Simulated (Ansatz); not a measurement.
# Bi2Te3 (Tellurobismuthite): the cost of one run

Program: Ansatz 0.2.0. Level of theory: DFT LDA, scalar-relativistic, plane waves, PAW. These are calculated values, not measurements.

## (1) The structure to begin with

Symmetry: R-3m, No. 166, trigonal system. The conventional cell has a = 4.386 Å, b = 4.386 Å, c = 30.497 Å, α = 90.00°, β = 90.00°, γ = 120.00°. Around Bi (site symmetry 3m) lie 6 Te at 3.07 to 3.25 Å. Te (site symmetry -3m) has 6 Bi at 3.25 Å as nearest neighbours. Around Te (site symmetry 3m) lie 3 Bi at 3.07 Å.

Structure file:

```cif
data_structure
_symmetry_space_group_name_H-M 'P 1'
_symmetry_Int_Tables_number 1
_cell_length_a 10.4763
_cell_length_b 10.4763
_cell_length_c 10.4763
_cell_angle_alpha 24.166
_cell_angle_beta 24.166
_cell_angle_gamma 24.166
_cell_volume 169.36
loop_
_atom_site_label
_atom_site_type_symbol
_atom_site_fract_x
_atom_site_fract_y
_atom_site_fract_z
_atom_site_occupancy
Bi1 Bi 0.40000 0.40000 0.40000 1
Bi2 Bi 0.60000 0.60000 0.60000 1
Te1 Te 0.00000 0.00000 0.00000 1
Te2 Te 0.20950 0.20950 0.20950 1
Te3 Te 0.79050 0.79050 0.79050 1
```

The structure comes from the Crystallography Open Database.

(A quick probe on a coarse mesh, which set the mesh and smearing, is not shown.)

## (3) Relaxing cell and atoms

Input file input.yaml:

```yaml
crystal:
  lattice:
    - [2.193, 1.2661291403, 10.1656666667]
    - [-2.193, 1.2661291403, 10.1656666667]
    - [0.0, -2.5322582807, 10.1656666667]
  atoms:
    - { symbol: Bi, position: [0.4, 0.4, 0.4] }
    - { symbol: Bi, position: [0.6, 0.6, 0.6] }
    - { symbol: Te, position: [0.0, 0.0, 0.0] }
    - { symbol: Te, position: [0.2095, 0.2095, 0.2095] }
    - { symbol: Te, position: [0.7905, 0.7905, 0.7905] }
basis:
  ecutwfc: 420
kpoints:
  mp_grid: { grid: [9, 9, 9] }
hamiltonian:
  xc: lda
scf:
  occupations: { method: gaussian, width: 0.01 }
output:
  forces: true
  stress: true
  eigenvalues: true
  write_density: true
  write_potential: true
  elf: true
  volumetric_format: npy
relax:
  adjacent_minimum: "off"
  f_tol: 0.005
  max_steps: 80
  cell: { stress_tol: 0.05 }
```

Started as:

```
ansatz run input.yaml --threads 1 --pin off --max-ram 2560MiB --backend cpu --events-out ev --progress --plain --runs-dir out
```

Q: Estimate wall time and peak memory on 1 thread of Intel Xeon at 2.70GHz, shared host.

About 6.4 min, with a peak of 0.75 GiB.
